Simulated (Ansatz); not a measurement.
# Cl9HSi3Sn: small, medium and large basis sets

How large a basis does Cl9HSi3Sn need? Two functionals are run in growing sets.

Program: Ansatz 0.2.0, Gaussian basis. Level of theory: one geometry, several basis sets. These are calculated values, not measurements.

Plan: PBE0-D4/def2-SVP; ωB97M-V/def2-SVP; PBE0-D4/def2-QZVPP; ωB97M-V/def2-QZVPP; the functionals' def2-TZVPP values are taken from earlier runs.

1 further run of the same task is left out (for a known fault of the program).

**1. Structure used throughout**

An earlier PBE0-D4 in a triple-zeta def2 set relaxation fixed the geometry. Sn takes the def2 core potential; no spin-orbit term is included.

SMILES `Cl[Si](Cl)(Cl)[SnH]([Si](Cl)(Cl)Cl)[Si](Cl)(Cl)Cl`, 14 atoms, charge 0, spin multiplicity 1.

Atoms are counted from 1 here; the program's logs count them from 0.

Bond lengths: Cl1–Si2 2.040 Å, Si2–Cl3 2.040 Å, Si2–Cl4 2.038 Å, Si2–Sn5 2.559 Å, Sn5–Si6 2.559 Å, Sn5–Si10 2.559 Å, Sn5–H14 1.702 Å, Si6–Cl7 2.038 Å, Si6–Cl8 2.040 Å, Si6–Cl9 2.040 Å, Si10–Cl11 2.040 Å, Si10–Cl12 2.038 Å, Si10–Cl13 2.040 Å. Angles: Cl1–Si2–Cl3 108.7°, Cl1–Si2–Cl4 108.6°, Cl1–Si2–Sn5 110.7°, Cl3–Si2–Cl4 108.6°, Cl3–Si2–Sn5 110.6°, Cl4–Si2–Sn5 109.6°, Si2–Sn5–Si6 108.0°, Si2–Sn5–Si10 108.0°, Si2–Sn5–H14 110.9°, Si6–Sn5–Si10 108.0°, Si6–Sn5–H14 110.9°, Si10–Sn5–H14 110.9°, Sn5–Si6–Cl7 109.6°, Sn5–Si6–Cl8 110.6°, Sn5–Si6–Cl9 110.7°, Cl7–Si6–Cl8 108.6°, Cl7–Si6–Cl9 108.6°, Cl8–Si6–Cl9 108.7° and more.

**2. PBE0-D4 in def2-SVP**

File in.yaml:

```yaml
crystal:
  periodic: [false, false, false]
  atoms:
    - {symbol: Cl, position_ang: [-0.962293, 2.870973, 2.333776]}
    - {symbol: Si, position_ang: [-0.682506, 0.860666, 2.126428]}
    - {symbol: Cl, position_ang: [0.216277, 0.148451, 3.813896]}
    - {symbol: Cl, position_ang: [-2.504498, -0.032241, 1.934950]}
    - {symbol: Sn, position_ang: [0.743957, 0.356045, 0.062579]}
    - {symbol: Si, position_ang: [-0.514609, 1.208484, -1.996157]}
    - {symbol: Cl, position_ang: [-2.338083, 0.305042, -2.107222]}
    - {symbol: Cl, position_ang: [-0.794605, 3.226308, -1.883630]}
    - {symbol: Cl, position_ang: [0.524535, 0.786947, -3.700592]}
    - {symbol: Si, position_ang: [0.966461, -2.185078, -0.142636]}
    - {symbol: Cl, position_ang: [2.037765, -2.681630, -1.806479]}
    - {symbol: Cl, position_ang: [-0.884780, -3.025063, -0.287588]}
    - {symbol: Cl, position_ang: [1.905565, -2.959927, 1.494517]}
    - {symbol: H, position_ang: [2.274012, 1.091826, 0.186959]}
basis:
  gaussian: {orbitals: def2-SVP}
hamiltonian: {xc: pbe0, dispersion: d4}
output: {orbitals: {seedname: orbitals}}
```

Launch:

```bash
ansatz run in.yaml --threads 11 --pin off --events-out ev --progress --plain --max-ram 174080MiB --backend cpu
```

The runs that follow: ωB97M-V in def2-SVP; PBE0-D4 in def2-QZVPP; ωB97M-V in def2-QZVPP.

**Question.** What will the summary of the whole plan be? Wanted: PBE0-D4: double and triple zeta above quadruple; ωB97M-V: double and triple zeta above quadruple.

As calculated:

```
                                       quantity           value
PBE0-D4: double and triple zeta above quadruple  51.84, 4.09 eV
ωB97M-V: double and triple zeta above quadruple  51.09, 3.87 eV
```

What this shows: For PBE0-D4 the step from double to triple zeta gains 47.75 eV and the next only 4.09 eV. Total energies overstate the basis error of differences, where much of it tends to cancel.
